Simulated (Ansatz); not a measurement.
# CH₄ClInS: basis-set convergence

An exercise on one series of results from a longer session: the logs are not shown, and one member is left open.

The runs use Ansatz 0.2.0, Gaussian basis; one geometry, several basis sets.

Levels to be run: PBE0-D4/def2-SVP; ωB97M-V/def2-SVP; PBE0-D4/def2-QZVPP; ωB97M-V/def2-QZVPP; the functionals' def2-TZVPP values are taken from earlier runs.

1 further run of the same task is left out (for a known fault of the program).

**The geometry**

All runs share one geometry, relaxed beforehand with PBE0-D4 in a triple-zeta def2 set. In takes the def2 core potential; no spin-orbit term is included.

SMILES `[CH3][In]([SH])[Cl]`, 8 atoms, charge 0, spin multiplicity 1.

Atoms are counted from 1 here; the program's logs count them from 0.

Bond lengths: C1–In2 2.129 Å, C1–H5 1.089 Å, C1–H6 1.090 Å, C1–H7 1.090 Å, In2–S3 2.373 Å, In2–Cl4 2.345 Å, S3–H8 1.344 Å. Angles: In2–C1–H5 109.0°, In2–C1–H6 109.4°, In2–C1–H7 109.6°, H5–C1–H6 109.9°, H5–C1–H7 110.0°, H6–C1–H7 109.0°, C1–In2–S3 130.2°, C1–In2–Cl4 119.2°, S3–In2–Cl4 110.6°, In2–S3–H8 92.2°.

Set-up of the first run:

in.yaml reads:

```yaml
crystal:
  periodic: [false, false, false]
  atoms:
    - {symbol: C, position_ang: [-0.140065, 1.518766, -0.451334]}
    - {symbol: In, position_ang: [-0.068529, -0.535010, 0.106507]}
    - {symbol: S, position_ang: [1.651475, -1.774376, 1.173762]}
    - {symbol: Cl, position_ang: [-1.915315, -1.907227, -0.344545]}
    - {symbol: H, position_ang: [-1.078452, 1.713901, -0.967535]}
    - {symbol: H, position_ang: [-0.072993, 2.139505, 0.442169]}
    - {symbol: H, position_ang: [0.700014, 1.748490, -1.106547]}
    - {symbol: H, position_ang: [0.923865, -2.904049, 1.147514]}
basis:
  gaussian: {orbitals: def2-SVP}
hamiltonian: {xc: pbe0, dispersion: d4}
output: {orbitals: {seedname: orbitals}}
```

Started as:

```sh
ansatz run in.yaml --threads 4 --pin off --events-out ev --progress --plain --max-ram 10444MiB
```

Steps of the session up to this table: PBE0-D4 in def2-SVP; ωB97M-V in def2-SVP; PBE0-D4 in def2-QZVPP; ωB97M-V in def2-QZVPP.

One table of the session follows, with a row left open; its other results are not shown here.

It belongs to the step «Functionals by basis». 

| functional | basis | HOMO (eV) |
| --- | --- | --- |
| PBE0-D4 | def2-SVP | -7.51 |
| PBE0-D4 | def2-TZVPP | -7.66 |
| PBE0-D4 | def2-QZVPP | -7.68 |
| ωB97M-V | def2-SVP | -9.66 |
| ωB97M-V | def2-TZVPP | ? |
| ωB97M-V | def2-QZVPP | -9.88 |

**Question.** Estimate the row for ωB97M-V, def2-TZVPP.

As computed: HOMO (eV): -9.85. In the column «HOMO (eV)» it lies between ωB97M-V, def2-QZVPP (-9.88) and ωB97M-V, def2-SVP (-9.66).
